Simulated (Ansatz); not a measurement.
# HfH2: stress in a strained cell

HfH2 is deformed so: zz strain of -1 %. What stress and forces result, by LAPW, PAW and all-electron datasets made for the crystal?

Computed with Ansatz 0.2.0 (DFT LDA, scalar-relativistic, unless a step's input says otherwise).

## (1) The structure to begin with

Symmetry: I4/mmm, No. 139, tetragonal system. Conventional cell: a = 3.478 Å, b = 3.478 Å, c = 4.361 Å, α = 90.00°, β = 90.00°, γ = 90.00°. Around Hf (site symmetry 4/mmm) lie 8 H at 2.05 Å. H (site symmetry -4m2) has 4 Hf at 2.05 Å in its first shell of neighbours.

Coordinates:

```cif
data_structure
_symmetry_space_group_name_H-M 'I4/mmm'
_symmetry_Int_Tables_number 139
_cell_length_a 3.4780
_cell_length_b 3.4780
_cell_length_c 4.3610
_cell_angle_alpha 90.000
_cell_angle_beta 90.000
_cell_angle_gamma 90.000
_cell_volume 52.75
loop_
_atom_site_label
_atom_site_type_symbol
_atom_site_symmetry_multiplicity
_atom_site_Wyckoff_symbol
_atom_site_fract_x
_atom_site_fract_y
_atom_site_fract_z
_atom_site_occupancy
Hf1 Hf 2 a 0.00000 0.00000 0.00000 1
H1 H 4 d 0.00000 0.50000 0.25000 1
```

The file gives the conventional cell by its symmetry; the runs use the cell typed in the input.

Atoms are numbered in the order of the input: Hf1, H2, H3.

## (2) The deformed structure

Space group I4/mmm before, I4/mmm after.

## (3) LAPW, all electrons

File input.yaml:

```yaml
crystal:
  lattice:
    - [-1.739, 1.739, 2.158695]
    - [1.739, -1.739, 2.158695]
    - [1.739, 1.739, -2.158695]
  atoms:
    - { symbol: Hf, position: [0.0, 0.0, 0.0] }
    - { symbol: H, position: [0.75, 0.25, 0.5] }
    - { symbol: H, position: [0.25, 0.75, 0.5] }
kpoints:
  mp_grid: { grid: [12, 12, 12] }
  band_path:
    path:
      - [0.0, 0.0, 0.0]
      - [0.0, 0.0, 0.5]
      - [0.25, 0.25, 0.25]
      - [0.0, 0.5, 0.0]
      - [0.0, 0.0, 0.0]
      - [0.5, 0.5, -0.5]
      - [0.4122395008, 0.5877604992, -0.4122395008]
      - [-0.4122395008, 0.4122395008, 0.4122395008]
      - [0.0, 0.0, 0.0]
    npoints: 5
scf:
  occupations: { method: fermi_dirac, width: 0.03 }
hamiltonian:
  xc: lda
  pseudopotentials: { kind: all_electron, lapw: { basis_error: 0.0005 } }
output:
  forces: true
  stress: true
  eigenvalues: true
```

Command:

```
> ansatz run input.yaml --threads 1 --pin off --max-ram 4096MiB --backend cpu --events-out ev --progress --plain --runs-dir out
```

## (4) PAW on the default files

File input.yaml:

```yaml
crystal:
  lattice:
    - [-1.739, 1.739, 2.158695]
    - [1.739, -1.739, 2.158695]
    - [1.739, 1.739, -2.158695]
  atoms:
    - { symbol: Hf, position: [0.0, 0.0, 0.0] }
    - { symbol: H, position: [0.75, 0.25, 0.5] }
    - { symbol: H, position: [0.25, 0.75, 0.5] }
kpoints:
  mp_grid: { grid: [12, 12, 12] }
scf:
  occupations: { method: fermi_dirac, width: 0.03 }
hamiltonian:
  xc: lda
  pseudopotentials: { kind: paw }
output:
  forces: true
  stress: true
  eigenvalues: true
  efg: { contact_densities: true }
```

## (5) All-electron PAW on datasets made for the crystal

input.yaml: that of step 4 with these lines changed.

```diff
@@ -15,3 +15,3 @@
   xc: lda
-  pseudopotentials: { kind: paw }
+  pseudopotentials: { kind: all_electron, datasets: crystal }
 output:
```

(Steps that only read results are left out.)

Q: Predict the outcome of this session. Wanted: pressure; largest shear or deviatoric stress.

As calculated:

```
                                 quantity                                              value
                                 pressure  LAPW -7.14, PAW -7.16, crystal datasets -7.14 GPa
largest shear or deviatoric stress (LAPW)                                           0.43 GPa
```

What this shows: The largest part of the stress beyond the pressure is 0.43 GPa in size, in the zz component; the atoms are carried along and not relaxed. No run of the undeformed cell stands beside it, so pressure and stress hold what the given cell had before the change, as far as its symmetry allows. PAW: stress within 0.03 GPa of LAPW. Crystal datasets: stress within 0.01 GPa of LAPW. Spin-orbit coupling is left out, though the cell holds Hf; in elements this heavy it can shift bands and gaps by tenths of an eV.
